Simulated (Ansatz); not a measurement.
# Ta2Ti: the cost of one run

Computed with Ansatz 0.2.0 (DFT PBE, scalar-relativistic, plane waves, PAW, unless a step's input says otherwise).

**1. The starting structure**

The structure is hexagonal, space group P6/mmm (No. 191). The conventional cell has a = 3.044 Å, b = 3.044 Å, c = 6.381 Å, α = 90.00°, β = 90.00°, γ = 120.00°. Ti (site symmetry 6/mmm) is surrounded by 2 Ta at 2.02 Å. Ta (site symmetry 6mm) is surrounded by 1 Ti at 2.02 Å.

As a file:

```cif
data_structure
_symmetry_space_group_name_H-M 'P6/mmm'
_symmetry_Int_Tables_number 191
_cell_length_a 3.0444
_cell_length_b 3.0444
_cell_length_c 6.3809
_cell_angle_alpha 90.000
_cell_angle_beta 90.000
_cell_angle_gamma 120.000
_cell_volume 51.22
loop_
_atom_site_label
_atom_site_type_symbol
_atom_site_symmetry_multiplicity
_atom_site_Wyckoff_symbol
_atom_site_fract_x
_atom_site_fract_y
_atom_site_fract_z
_atom_site_occupancy
Ti1 Ti 1 b 0.00000 0.00000 0.50000 1
Ta1 Ta 2 e 0.00000 0.00000 0.18340 1
```

Recipe of the guess: random cell by space group and Wyckoff sites (P6/mmm, No. 191). Lengths come from tabulated atomic sizes and are only a guess.

**2. Probe: one point on a coarse mesh**

input.yaml

```yaml
crystal:
  lattice:
    - [3.04440672, 0.0, 0.0]
    - [-1.52220336, 2.63653356, 0.0]
    - [0.0, 0.0, 6.38090041]
  atoms:
    - { symbol: Ti, position: [0.0, 0.0, 0.5] }
    - { symbol: Ta, position: [0.0, 0.0, 0.1834045] }
    - { symbol: Ta, position: [0.0, 0.0, 0.8165955] }
basis:
  ecutwfc: 420
kpoints:
  mp_grid: { grid: [6, 6, 4] }
hamiltonian:
  xc: pbe
scf:
  occupations: { method: gaussian, width: 0.1 }
  lower_state_search: "off"
output:
  forces: true
  stress: true
  eigenvalues: true
```

The run is started by

```console
> ansatz run input.yaml --threads 1 --pin off --max-ram 2560MiB --backend cpu --events-out ev --progress --plain --runs-dir out
```

**Question.** How long does this run take on 1 thread of Intel Xeon at 2.70GHz, shared host, and how much memory does it need?

About 1.7 s, with a peak of 0.35 GiB.
